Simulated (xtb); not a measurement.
# doublet [CH9PSSi2]+ at GFN0-xTB

Wanted: energy and forces of doublet [CH9PSSi2]+. 

The results are computed with xtb 6.7.1.

18 further runs of the same task are left out: 1 that didn't finish, 17 set aside as unsound or not needed.

## 1. The structure to begin with

[CH9PSSi2]+: 14 atoms, total charge +1, spin state doublet. SMILES of the parent species: `CS[SiH2]P[SiH3]`. Geometry: relaxed at GFN2-xTB. This is one conformer, not always the lowest. That shape belongs to the parent species and isn't relaxed for this state.

Bond lengths: C1–S2 1.820 Å, S2–Si3 2.152 Å, Si3–P4 2.237 Å, P4–Si5 2.237 Å, C1–H6 1.087 Å, C1–H7 1.084 Å, C1–H8 1.086 Å, Si3–H9 1.462 Å, Si3–H10 1.454 Å, P4–H11 1.381 Å, Si5–H12 1.462 Å, Si5–H13 1.462 Å, Si5–H14 1.464 Å. Some angles: C1–S2–Si3 100.3°, S2–Si3–P4 114.7°, Si3–P4–Si5 101.4°, S2–C1–H6 109.9°, S2–C1–H7 107.0°, S2–C1–H8 109.6°, S2–Si3–H9 107.0°, S2–Si3–H10 102.7°, P4–Si3–H9 107.6°, P4–Si3–H10 111.9°.

## 2. Energy and forces at GFN0-xTB

File input.xyz:

```xyz
14
start
C     -2.321520     0.739190     0.748180
S     -0.914690     1.766080     0.220370
Si     0.714300     0.674020     1.106780
P      0.974710    -1.407330     0.330610
Si     1.715270    -1.017880    -1.743940
H     -2.167080    -0.289520     0.432290
H     -3.206400     1.143530     0.269760
H     -2.425800     0.791550     1.827450
H      0.436650     0.580760     2.539600
H      1.863740     1.512080     0.805880
H     -0.339650    -1.606950    -0.043430
H      1.686960    -2.313790    -2.421120
H      3.082210    -0.522460    -1.591830
H      0.901310    -0.049270    -2.480590
```

Command:

```
xtb --json --chrg 1 -u 1 --gfn 0 --grad -- input.xyz > input.out 2> xtb.err
```

**Question.** What will come out? Wanted: total energy; HOMO energy; LUMO energy; dispersion energy; largest force on an atom; mean polarisability.

Computed results:

At GFN0-xTB:

```
                      quantity          value
                  total energy   -14.79715 Eh
   HOMO energy (partly filled)      -10.68 eV
                   LUMO energy       -6.97 eV
             dispersion energy  -11.55 kJ/mol
      largest force on an atom     0.925 eV/Å
mean polarisability (D4 model)    116.7 bohr³
```
